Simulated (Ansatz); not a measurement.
Working through a single point in a Gaussian basis of AsI

With Ansatz's Python interface.

Run as a notebook:

In [1]:
```python
import warnings

import ansatz as az
from ase import Atoms
import numpy as np

warnings.simplefilter("ignore", az.DeckWarning)
```

In [2]:
```python
atoms = Atoms(["As", "I"], positions=[
    (0.0, 0.0, 0.0),
    (0.0, 0.0, 2.485),
])
geometry = az.Crystal.molecule_from_ase(atoms)
```

In [3]:
```python
model = (
    geometry.calculation()
    .basis(gaussian="def2-SVPD")
    .functional("cam_b3lyp")
    .spin("collinear", total=2)
    .forces()
)
outcome = model.run()
data = outcome.report

data["n_occupied"], data["n_virtual"]
```
Out [3]:
```text
([30, 28], [43, 45])
```

In [4]:
```python
type(outcome).__name__, type(data).__name__
```
Out [4]:
```text
('RunOutcome', 'dict')
```

In [5]:
```python
sorted(key for key in data if key.endswith("_ev"))
```
Out [5]:
```text
['free_energy_ev', 'reference_energy_ev']
```

In [6]:
```python
print("reference energy %16.6f eV" % data["reference_energy_ev"])
print("total energy     %16.6f eV" % data["free_energy_ev"])
print("occupied orbitals outside the frozen core (up, down):", data["n_occupied"], " frozen:", data["n_frozen"], " virtual:", data["n_virtual"])
```
```text
reference energy    -68937.780843 eV
total energy        -68937.780843 eV
occupied orbitals outside the frozen core (up, down): [30, 28]  frozen: 0  virtual: [43, 45]
```

In [7]:
```python
state = data["mean_field"]["state"]
print(f"mean field: {state['energy']['hartree']:.7f} Ha, <S^2> = {abs(state['spin_squared']):.4f}, stability: {state.get('stability', {}).get('kind')}")
```
```text
mean field: -2533.4167183 Ha, <S^2> = 2.0065, stability: minimum
```

In [8]:
```python
symbols = [site.symbol for site in geometry.cartesian_sites]
forces = np.array(data["forces_ev_ang"])
print("largest force", round(float(np.linalg.norm(forces, axis=1).max()), 4), "eV/A, rms", round(float(np.sqrt((forces ** 2).mean())), 4))

charges = data["charge_distribution"]
print("dipole moment", round(4.803205 * float(np.linalg.norm(charges["dipole_moment_e_ang"])), 3), "D")
print("Mulliken:", [(s, round(q, 3)) for s, q in zip(symbols, charges["mulliken_charges_e"])])
```
```text
largest force 0.2703 eV/A, rms 0.1561
dipole moment 0.713 D
Mulliken: [('As', 0.062), ('I', -0.062)]
```

Reading the output:
- Total energies depend on the basis set; only differences at equal settings carry meaning.
- The geometry is a force-field or estimated start, not a minimum of this method, and the basis set is short of its limit.
- def2 sets replace the cores of elements past krypton by effective core potentials.
- The run takes the species as open-shell (spin multiplicity 3), which needn't be its ground state.
- Mulliken charges are unreliable in a basis with diffuse functions.
- The spin state was assumed, and another may lie lower.
- It ran for 5.4 s on 1 thread of Arm Neoverse V1, with other jobs on the host, peak memory 0.3 GiB.
